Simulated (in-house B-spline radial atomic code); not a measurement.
# Sm³³⁺: symmetry-violating constants of one valence electron

Aim: for Sm³³⁺, one electron outside the core [Ar] 3d10, the dipole amplitudes that the weak charge of the nucleus induces, the enhancement of an electron EDM and the field-shift constants, at three levels.

Method: Dirac-Hartree-Fock, RPA and Brueckner orbitals, sums over states, B-spline basis. Code: an in-house B-spline radial atomic code, version 1.

## Step 1: Starting point

| Property | Result |
| --- | --- |
| element | samarium (Z = 62) |
| charge | +33 |
| closed core | [Ar] 3d10 |
| nucleus | mass number 152, rms radius 5.082 fm |

## Step 2: The run and its levels

The run's settings:

```ini
basis_form = 2
Z = 62
core_configuration = [Ar] 3d10
rms_radius = 5.0819
mass_number = 152
speed_of_light = 137.035999084
box_radius = 2.059
lmax = 6
intervals = 56
virtual_cutoff = 7688.0
```

The run is started by

```
$ python run_mb.py task.json out
```

Further steps of the session: Weak-charge mixing; T-violating constants; Field shifts.

**Question.** What will these runs give? Wanted: E1; EDM enhancement, 4s1/2; atomic EDM per C_SP and nucleon, 4s1/2; field shift, 4s1/2.

As calculated:

| quantity | value |
| --- | --- |
| E1 (5s1/2 – 4s1/2) per unit weak charge | 0.003681 × 10⁻¹¹ e bohr |
| EDM enhancement, 4s1/2 | 82.04 |
| atomic EDM per C_SP and nucleon, 4s1/2 | -0.4011 × 10⁻²⁰ e cm |
| field shift, 4s1/2 | 569.8 GHz/fm² |

**Reading.** For 5s1/2 – 4s1/2 core polarisation (RPA) moves the amplitude by -0.63 % and the Brueckner orbitals by a further +0.12 %. The EDM enhancement of 4s1/2 is 82.0, so in that state the EDM exceeds the electron's own. These effects come from s and p1/2 electrons at the nucleus and grow steeply with Z. 4p3/2 has no density at the nucleus, so its DHF field shift is near zero; the RPA value, -23.9 GHz/fm², comes from the core's response and has the opposite sign to that of the s states. Breit, QED, the neutron skin and higher orders are left out.
